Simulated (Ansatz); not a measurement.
# TaV (Cmmm) in Ansatz: further runs

The runs below take TaV through relaxation of cell and atoms, with LDA.

Everything below comes from runs of Ansatz 0.2.0. Logs are shortened: lines on timing, memory, paths and dates and some standing lists are left out, and cuts for length are marked.

## 1. Starting point

The structure is orthorhombic, space group Cmmm (No. 65). Conventional cell: a = 3.213 Å, b = 4.616 Å, c = 4.341 Å, α = 90.00°, β = 90.00°, γ = 90.00°. Around Ta (site symmetry mmm) lie 4 V at 2.70 Å and 4 Ta at 2.81 Å. Around V (site symmetry mmm) lie 4 Ta at 2.70 Å and 4 V at 2.81 Å.

The cell comes from a database or a generator and needn't be the stable form of this composition.

## 2. Relaxation of cell and atoms, LDA, collinear spin, ferromagnetic start

Input file input.yaml:

```yaml
crystal:
  lattice:
    - [1.6067, -2.307775, 0.0]
    - [1.6067, 2.307775, 0.0]
    - [0.0, 0.0, 4.341361]
  atoms:
    - { symbol: Ta, position: [0.0, 0.0, 0.0] }
    - { symbol: V, position: [0.5, 0.5, 0.5], spin: 2.0 }
kpoints:
  mp_grid: { grid: [7, 7, 5] }
scf:
  occupations: { method: fermi_dirac, width: 0.05 }
hamiltonian:
  xc: lda
  pseudopotentials: { kind: all_electron, lapw: { basis_error: 0.001 } }
magnetization:
  spin_polarized: true
output:
  forces: true
  stress: true
relax:
  f_tol: 0.005
  max_steps: 60
  cell: {}
```

Potentials or basis: all-electron LAPW, scalar-relativistic.

On the command line:

```bash
ansatz run input.yaml --threads 2 --pin off --max-ram 6144MiB --backend cpu --events-out ev --progress --plain --runs-dir out
```

What it wrote:

```text
Warning: RAYON_NUM_THREADS=2 ignored (pool sized by the plan → 2); use --threads N
The last accepted step is kept in <dir> (removed where the run ends without a failure and the disk answers)
LAPW: plane waves up to 8.827 Å⁻¹, error target 1.0e-3 eV per atom; small_component_spin mean_spin; V in spheres of 1.256 Å, 13 of its electrons in bands, Dirac shells []; Ta in spheres of 1.364 Å, 43 of its electrons in bands, Dirac shells [] (how accurate: hamiltonian.pseudopotentials.lapw.basis_error, Limitations)
Engine: ansatz 0.2.0, aarch64-unknown-linux-gnu
Pseudopotentials: kind: all_electron
Pseudopotential: Ta, LAPW, valence charge 43, lapw/all_electron/scalar/gaussian/Ta, Koelling and Harmon's equation, gaussian nucleus
Pseudopotential: V, LAPW, valence charge 13, lapw/all_electron/scalar/gaussian/V, Koelling and Harmon's equation, gaussian nucleus
Functional definition: SPW92
  exchange = slater_x
  correlation = pw_c
Crystal: 2 atoms, lattice volume = 32.195 Å³
Basis set: ecut = 296.8420943256862 eV, 367 PW (Γ), exchange–correlation at level 2
Bands: 35, of which v1, the nominal top of the filled ones, is band 28 counted from 1 (27 counted from 0)
Symmetry: 8 space group operations
Space group: Cmmm (ITA 65), of the structure as read, at distance tolerance 3.2e-5 Å
Magnetic group: BNS 65.481 (UNI 579), of the structure as read, at distance tolerance 3.2e-5 Å
k-points: 48 of 245
Non-local potential: Ta, projectors of the file, none
Non-local potential: V, projectors of the file, none
Initial density: superposition of atomic densities (chi_scale 0.1, normalization cell)
Starting moments: Σ|m| = 2 μB on 1 of 2 sites
Initial wavefunctions: plane waves of lowest kinetic energy (no species holds an atomic orbital)
Functional: x = slater, c = lda
iter 1 solved again at ethr=8.17e-4 eV; its pass at ethr=1.00e-1 eV (dr2=4.57e-1 eV) is discarded
SCF iter   1: F=—  HF=-450099.432708 eV  |F-HF|=—  |Δ(HF+E_count)|=         —  Δρ=2.28e-2 (↑2.28e-2 ↓2.04e-2)  dr2=4.58e-1  dr2_m=6.84e-2  M=1.335 μB ∫|m|=1.612 μB  β_m=0.30  ethr=8.17e-4  ⟨swp⟩=2.3  Hψ=20509  notcnv=0
Mixer restart at iter 1: flushing history
preconditioner: auto → Kerker (q_TF=auto, 2.992 Å⁻¹)  [metal: Δε(μ)=0.050 eV  Ē_g=22.522 eV  σ=0.050 eV  W_gap=0.24  n_scr=18 (ndim 8)  ℏωp=39.3 eV  f_vac=0.000  D(μ)=2.38/eV (n_scr^D=22)]
spin=Collinear: Kerker preconditioning applied to the charge; magnetization (m = ρ↑ − ρ↓) channel mixes plain (no charge-response kernel on spin).
SCF iter   2: F=—  HF=-450099.311071 eV  |F-HF|=—  |Δ(HF+E_count)|=   1.22e-1  Δρ=1.75e-2 (↑1.75e-2 ↓1.48e-2)  dr2=1.40e-1  dr2_m=4.92e-2  M=1.238 μB ∫|m|=1.528 μB  β_m=0.59  ethr=8.17e-4  ⟨swp⟩=2.0  Hψ=10561  notcnv=0
SCF iter   3: F=—  HF=-450099.802087 eV  |F-HF|=—  |Δ(HF+E_count)|=         —  Δρ=2.60e-2 (↑2.24e-2 ↓2.60e-2)  dr2=8.32e-2  dr2_m=1.66e-1  M=0.523 μB ∫|m|=0.583 μB  β_m=0.59  ethr=2.50e-4  ⟨swp⟩=2.0  Hψ=10364  notcnv=0
Mixer restart at iter 3: flushing history
SCF iter   4: F=—  HF=-450099.686551 eV  |F-HF|=—  |Δ(HF+E_count)|=   1.16e-1  Δρ=1.45e-2 (↑1.45e-2 ↓9.97e-3)  dr2=1.91e-2  dr2_m=4.28e-2  M=0.450 μB ∫|m|=0.485 μB  β_m=0.79  ethr=1.49e-4  ⟨swp⟩=2.0  Hψ=10392  notcnv=0
SCF iter   5: F=—  HF=-450099.861581 eV  |F-HF|=—  |Δ(HF+E_count)|=   1.75e-1  Δρ=1.22e-2 (↑5.01e-3 ↓1.22e-2)  dr2=2.57e-1  dr2_m=7.40e-3  M=0.337 μB ∫|m|=0.340 μB  β_m=0.64  ethr=3.40e-5  ⟨swp⟩=3.0  Hψ=11395  notcnv=0
iter 6 solved again at ethr=3.06e-6 eV; its pass at ethr=3.40e-5 eV (dr2=1.71e-3 eV) is discarded
SCF iter   6: F=—  HF=-450099.628193 eV  |F-HF|=—  |Δ(HF+E_count)|=   2.33e-1  Δρ=2.15e-3 (↑2.15e-3 ↓1.21e-3)  dr2=1.71e-3  dr2_m=5.71e-4  M=0.281 μB ∫|m|=0.282 μB  β_m=0.51  ethr=3.06e-6  ⟨swp⟩=2.0  Hψ=17207  notcnv=0
SCF iter   7: F=—  HF=-450099.626121 eV  |F-HF|=—  |Δ(HF+E_count)|=         —  Δρ=1.10e-3 (↑9.74e-4 ↓1.10e-3)  dr2=5.37e-4  dr2_m=2.45e-4  M=0.260 μB ∫|m|=0.261 μB  β_m=0.75  ethr=3.06e-6  ⟨swp⟩=2.2  Hψ=9947  notcnv=0
the basis was enlarged: its passes take 459.4 KiB over the memory plan, 2 of 2 planned eigensolver slots
SCF iter   8: F=—  HF=-450099.626415 eV  |F-HF|=—  |Δ(HF+E_count)|=   2.94e-4  Δρ=7.00e-4 (↑6.41e-4 ↓7.00e-4)  dr2=1.01e-4  dr2_m=1.22e-4  M=0.199 μB ∫|m|=0.199 μB  β_m=0.88  ethr=9.60e-7  ⟨swp⟩=2.0  Hψ=9924  notcnv=0
SCF iter   9: F=—  HF=-450099.626513 eV  |F-HF|=—  |Δ(HF+E_count)|=   9.85e-5  Δρ=3.88e-4 (↑3.63e-4 ↓3.88e-4)  dr2=3.67e-6  dr2_m=4.07e-5  M=0.138 μB ∫|m|=0.138 μB  β_m=0.94  ethr=1.81e-7  ⟨swp⟩=3.0  Hψ=10304  notcnv=0
SCF iter  10: F=—  HF=-450099.626566 eV  |F-HF|=—  |Δ(HF+E_count)|=   5.25e-5  Δρ=2.02e-4 (↑2.02e-4 ↓1.81e-4)  dr2=6.80e-6  dr2_m=1.01e-5  M=0.081 μB ∫|m|=0.081 μB  β_m=0.97  ethr=6.56e-9  ⟨swp⟩=3.0  Hψ=10739  notcnv=0
SCF iter  11: F=—  HF=-450099.626572 eV  |F-HF|=—  |Δ(HF+E_count)|=   5.74e-6  Δρ=1.65e-4 (↑1.65e-4 ↓1.61e-4)  dr2=5.20e-7  dr2_m=7.74e-6  M=0.068 μB ∫|m|=0.068 μB  β_m=0.98  ethr=6.56e-9  ⟨swp⟩=2.9  Hψ=10076  notcnv=0
SCF iter  12: F=—  HF=-450099.626579 eV  |F-HF|=—  |Δ(HF+E_count)|=   7.07e-6  Δρ=1.06e-4 (↑1.01e-4 ↓1.06e-4)  dr2=9.10e-8  dr2_m=3.14e-6  M=0.045 μB ∫|m|=0.045 μB  β_m=0.89  ethr=9.28e-10  ⟨swp⟩=3.0  Hψ=10732  notcnv=0
SCF iter  13: F=—  HF=-450099.626583 eV  |F-HF|=—  |Δ(HF+E_count)|=   4.80e-6  Δρ=1.27e-5 (↑1.27e-5 ↓9.80e-6)  dr2=4.21e-7  dr2_m=4.72e-9  M=0.011 μB ∫|m|=0.011 μB  β_m=0.96  ethr=1.62e-10  ⟨swp⟩=4.0  Hψ=11655  notcnv=0
SCF iter  14: F=—  HF=-450099.626584 eV  |F-HF|=—  |Δ(HF+E_count)|=   1.45e-7  Δρ=2.30e-5 (↑2.30e-5 ↓1.51e-5)  dr2=1.71e-7  dr2_m=9.98e-8  M=0.008 μB ∫|m|=0.008 μB  β_m=0.98  ethr=1.62e-10  ⟨swp⟩=3.0  Hψ=10426  notcnv=0  recentre
[... 93 lines left out ...]
SCF 6 converged in 7 iterations: F = -450099.718539 eV  dr2 = 8.59e-8
relax step   6: F+E_penalty+E_count = -450099.71853914 eV  Δ(F+E_penalty+E_count) = -4.725e-5 eV  max|allowed force component| = 1.972e-31 eV/Å  Δτ_max = 0.0000 Å  P = +0.055 GPa  Ω = 30.001 Å³  (7 SCF iters, accepted)
Crystal: 2 atoms, lattice volume = 30.009 Å³
Basis set: ecut = 311.08447874150545 eV, 367 PW (Γ), exchange–correlation at level 2
iter 1 solved again at ethr=3.03e-9 eV; its pass at ethr=1.00e-1 eV (dr2=1.70e-6 eV) is discarded
SCF iter   1: F=—  HF=-450099.718547 eV  |F-HF|=—  |Δ(HF+E_count)|=         —  Δρ=7.20e-5 (↑7.20e-5 ↓7.20e-5)  dr2=6.15e-6  dr2_m=1.81e-18  M=-0.000 μB ∫|m|=0.000 μB  β_m=0.65  ethr=3.03e-9  ⟨swp⟩=4.8  Hψ=19213  notcnv=0
preconditioner: auto → none  [metal: Δε(μ)=0.022 eV  Ē_g=23.323 eV  σ=0.050 eV  W_gap=0.11  n_scr=6 (ndim 8)  ℏωp=40.7 eV  f_vac=0.000  D(μ)=3.39/eV (n_scr^D=42)]
iter 2 solved again at ethr=2.56e-10 eV; its pass at ethr=3.03e-9 eV (dr2=1.43e-7 eV) is discarded
SCF iter   2: F=—  HF=-450099.718546 eV  |F-HF|=—  |Δ(HF+E_count)|=   1.25e-6  Δρ=9.28e-6 (↑9.28e-6 ↓9.28e-6)  dr2=1.44e-7  dr2_m=2.28e-18  M=-0.000 μB ∫|m|=0.000 μB  β_m=0.49  ethr=2.56e-10  ⟨swp⟩=2.0  Hψ=17178  notcnv=0
SCF iter   3: F=—  HF=-450099.718546 eV  |F-HF|=—  |Δ(HF+E_count)|=   7.15e-8  Δρ=6.26e-6 (↑6.26e-6 ↓6.26e-6)  dr2=9.97e-8  dr2_m=5.90e-19  M=-0.000 μB ∫|m|=0.000 μB  β_m=0.44  ethr=2.56e-10  ⟨swp⟩=3.0  Hψ=10260  notcnv=0
SCF iter   4: F=—  HF=-450099.718546 eV  |F-HF|=—  |Δ(HF+E_count)|=   7.01e-8  Δρ=2.91e-6 (↑2.91e-6 ↓2.91e-6)  dr2=5.20e-9  dr2_m=2.12e-19  M=0.000 μB ∫|m|=0.000 μB  β_m=0.58  ethr=1.78e-10  ⟨swp⟩=2.9  Hψ=10038  notcnv=0
SCF iter   5: F=—  HF=-450099.718546 eV  |F-HF|=—  |Δ(HF+E_count)|=   6.03e-8  Δρ=9.08e-7 (↑9.08e-7 ↓9.08e-7)  dr2=2.24e-9  dr2_m=4.72e-20  M=-0.000 μB ∫|m|=0.000 μB  β_m=0.54  ethr=9.28e-12  ⟨swp⟩=3.0  Hψ=10405  notcnv=0
SCF iter   6: F=—  HF=-450099.718546 eV  |F-HF|=—  |Δ(HF+E_count)|=   6.69e-9  Δρ=5.27e-7 (↑5.27e-7 ↓5.27e-7)  dr2=6.98e-10  dr2_m=4.81e-20  M=-0.000 μB ∫|m|=0.000 μB  β_m=0.68  ethr=8.89e-12 (applied; sched 4.00e-12)  ⟨swp⟩=3.0  Hψ=10184  notcnv=0
SCF iter   7: F=-450099.718546 eV  HF=-450099.718546 eV  |F-HF|=1.62e-8  |Δ(HF+E_count)|=   6.64e-9  Δρ=1.75e-6 (↑1.75e-6 ↓1.75e-6)  dr2=1.11e-8  dr2_m=1.55e-20  M=0.000 μB ∫|m|=0.000 μB  ethr=8.73e-12 (applied; sched 1.25e-12)  ⟨swp⟩=2.1  Hψ=9936  notcnv=0
the starting moments were not kept: the SCF closed with an absolute magnetisation of 1.6e-10 μB, where they sum to 2 μB in size (1 site). That is at most 0.1 of that sum. Measured as dr2_m measures the in/out step, that magnetisation stands 3.4e-21 eV from none, at or under the dr2_threshold of 1.0e-7 eV: it is no larger than a step whose dr2_m would equal this threshold.
SCF 7 converged in 7 iterations: F = -450099.718546 eV  dr2 = 1.11e-8
relax step   7: F+E_penalty+E_count = -450099.71854631 eV  Δ(F+E_penalty+E_count) = -7.177e-6 eV  max|allowed force component| = 1.972e-31 eV/Å  Δτ_max = 0.0000 Å  P = +0.002 GPa  Ω = 30.009 Å³  (7 SCF iters, accepted)
iter 1 solved again at ethr=1.76e-12 eV; its pass at ethr=1.00e-1 eV (dr2=9.85e-10 eV) is discarded
SCF iter   1: F=—  HF=-450099.718546 eV  |F-HF|=—  |Δ(HF+E_count)|=         —  Δρ=5.23e-7 (↑5.23e-7 ↓5.23e-7)  dr2=1.94e-10  dr2_m=4.39e-19  M=0.000 μB ∫|m|=0.000 μB  β_m=0.65  ethr=1.21e-11 (applied; sched 1.76e-12)  ⟨swp⟩=4.9  Hψ=24169  notcnv=39  trunc=76  reapply=68
preconditioner: auto → none  [metal: Δε(μ)=0.023 eV  Ē_g=23.323 eV  σ=0.050 eV  W_gap=0.11  n_scr=6 (ndim 8)  ℏωp=40.7 eV  f_vac=0.000  D(μ)=3.39/eV (n_scr^D=42)]
SCF iter   2: F=—  HF=-450099.718546 eV  |F-HF|=—  |Δ(HF+E_count)|=   2.79e-9  Δρ=2.62e-7 (↑2.62e-7 ↓2.62e-7)  dr2=1.70e-10  dr2_m=1.46e-19  M=0.000 μB ∫|m|=0.000 μB  β_m=0.36  ethr=8.56e-12 (applied; sched 1.00e-12)  ⟨swp⟩=2.0  Hψ=9924  notcnv=0
SCF iter   3: F=-450099.718546 eV  HF=-450099.718546 eV  |F-HF|=3.61e-9  |Δ(HF+E_count)|=  2.91e-10  Δρ=9.81e-7 (↑9.81e-7 ↓9.81e-7)  dr2=3.25e-9  dr2_m=5.55e-20  M=0.000 μB ∫|m|=0.000 μB  ethr=8.56e-12 (applied; sched 1.00e-12)  ⟨swp⟩=2.0  Hψ=9924  notcnv=0
the starting moments were not kept: the SCF closed with an absolute magnetisation of 2.4e-10 μB, where they sum to 2 μB in size (1 site). That is at most 0.1 of that sum. Measured as dr2_m measures the in/out step, that magnetisation stands 4.9e-21 eV from none, at or under the dr2_threshold of 1.0e-7 eV: it is no larger than a step whose dr2_m would equal this threshold.
SCF 8 converged in 3 iterations: F = -450099.718546 eV  dr2 = 3.25e-9
relax step   8: F+E_penalty+E_count = -450099.71854602 eV  Δ(F+E_penalty+E_count) = +2.906e-7 eV  max|allowed force component| = 2.465e-32 eV/Å  Δτ_max = 0.0000 Å  P = +0.002 GPa  Ω = 30.009 Å³  stress off target by 3.87e-3 GPa  SCF on the basis re-selected at this cell (its energy is not comparable with the rows above)  (3 SCF iters)
basis re-selected at this cell: Δ(F+E_penalty+E_count) = +2.906e-7 eV, ΔP = -0.000 GPa vs the last step (what re-selecting the basis moved, after the strain that the cell walked since its last selection, with what the two solves' SCF thresholds leave and, on support functions, any second-order correction that the steps lacked; it is no measure of the basis error at this ecutwfc). This SCF's stress stands 3.87e-3 GPa from its target on what of the cell is left free (relax.cell.stress_tol is 5.00e-2 GPa) and its largest allowed force component is 2.47e-32 eV/Å (relax.f_tol is 5.00e-3 eV/Å): within both
SCF converged after 3 iterations
Magnetization: 0.0000 μB (28.0000 up, 28.0000 down)
Absolute magnetization: 0.0000 μB (∫|ρ↑−ρ↓|)
Spin contamination: 0.0000 ħ² per cell (⟨S²⟩ above its minimum at these occupations)
Per-site moments (μB) at R_I (Å): [(1.3955059330328368e-11, 1.332231494007168), (8.44142533651393e-11, 1.226699012322674)]
Free energy (F): -450099.718546 eV
Harris-Foulkes:  -450099.718546 eV  (|F-HF|=3.61e-9)
Internal energy: -450099.691009 eV  (E = F + TS)
E sigma→0 (E₀):  -450099.704777 eV
Entropy (-TS):   -0.027537 eV (-13.769 meV/atom)
Fermi energy:    22.292363 eV
--- Per-component energies (eV) ---
  E_band       = -4222.121072
  E_kinetic    = 499572.461782
  E_xc         = -9556.931382
  E_electrostatic = -940115.221408  (all electrons and nuclei)
  E_smearing   = -0.027537  (= −TS)
  E_closure    = 0.000000  (closes the sum)
  E_atoms      = -450079.639642  (free atoms, spherical and without spin; not in F)
  Σ components = -450099.718546   (vs F -450099.718546, Δ=0.00e0)
  Basis errors (estimates in eV, not in F): energy 2.8e-4 per atom: plane waves 2.4e-4 (1.3e-4 summed), levels above the bands 8.2e-44, relativity 1.1e-8, radial functions 4.0e-5, core shells 5.8e-7; eigenvalues (radial functions only) 4.1e-7; not estimated: angular momenta, meshes, grids; target (lapw.basis_error) 1.0e-3; muffin-tin radii V 1.227 Å, Ta 1.332 Å
--- Forces (eV/Å), atoms counted from 1 ---
  atom   1  Ta     0.00000000     0.00000000     0.00000000
  atom   2  V      0.00000000     0.00000000     0.00000000
  max |Σ_I F_I| component: 4.93e-32 eV/Å
--- Stress (GPa, compression-positive) ---
        0.003874       0.000000       0.000000
        0.000000       0.003769      -0.000000
        0.000000      -0.000000      -0.002712
  P = ⅓ Tr σ = 0.0016 GPa (0.016 kbar)
--- Relaxed structure (7 steps of the walk, 7 accepted, 1 SCFs on fresh bases) ---
  F+E_penalty+E_count = -450099.71854602 eV   max|allowed force component| = 2.465e-32 eV/Å   (the final SCF, on the basis selected at the relaxed cell)
  cell:  # Å, volume = 30.0092 Å³
    - [1.563036964851026, -2.262738891114197, 4.454938796099586e-18]
    - [1.563036964851026, 2.262738891114197, 4.454938796099589e-18]
    - [1.2037404336076247e-17, 2.6282802286883986e-33, 4.242493487557195]
  atoms:
    - { symbol: Ta, position: [9.380624539667063e-34, 9.367584856257262e-34, -2.967364920549937e-67] }
    - { symbol: V, position: [0.5, 0.5, 0.4999999999999999] }
```

It took 2.1 min on 2 threads of Arm Neoverse V1, shared host; peak memory 0.54 GiB.

What came out:

```
Free energy                            : -450099.7185 eV
Relaxed volume                         : 15.00 Å³/atom
Relaxed cell                           : a = 2.750 Å, b = 2.750 Å, c = 4.242 Å, α = 90.00°, β = 90.00°, γ = 110.73°
Space group after relaxing (to 0.05 Å) : Cmmm (No. 65)
Energy gained by relaxing              : 46.0 meV/atom
Ionic steps                            : 8
Pressure after relaxing                : 0.0 GPa
Net moment                             : 0.00 μB per cell
Absolute moment                        : 0.00 μB per cell
```

The path:
```tsv
step	energy change (eV)	largest force (eV/Å)	volume (Å³)
1	0.0000	0.0000	32.19
2	-0.0094	0.0000	28.18
3	-0.0909	0.0000	30.21
4	-0.0918	0.0000	30.02
5	-0.0919	0.0000	30.00
6	-0.0920	0.0000	30.00
7	-0.0920	0.0000	30.01
8	-0.0920	0.0000	30.01
```

Final structure:
```cif
data_structure
_symmetry_space_group_name_H-M 'P 1'
_symmetry_Int_Tables_number 1
_cell_length_a 2.7501
_cell_length_b 2.7501
_cell_length_c 4.2425
_cell_angle_alpha 90.000
_cell_angle_beta 90.000
_cell_angle_gamma 110.729
_cell_volume 30.01
loop_
_atom_site_label
_atom_site_type_symbol
_atom_site_fract_x
_atom_site_fract_y
_atom_site_fract_z
_atom_site_occupancy
Ta1 Ta 0.00000 0.00000 0.00000 1
V1 V 0.50000 0.50000 0.50000 1
```

Caveat: the k mesh is thin for a metal, which can move the energy by tens of meV per atom; the starting moments weren't kept. Spin-orbit coupling is left out, which matters for the levels of Ta.

[end of part 1 of 2]
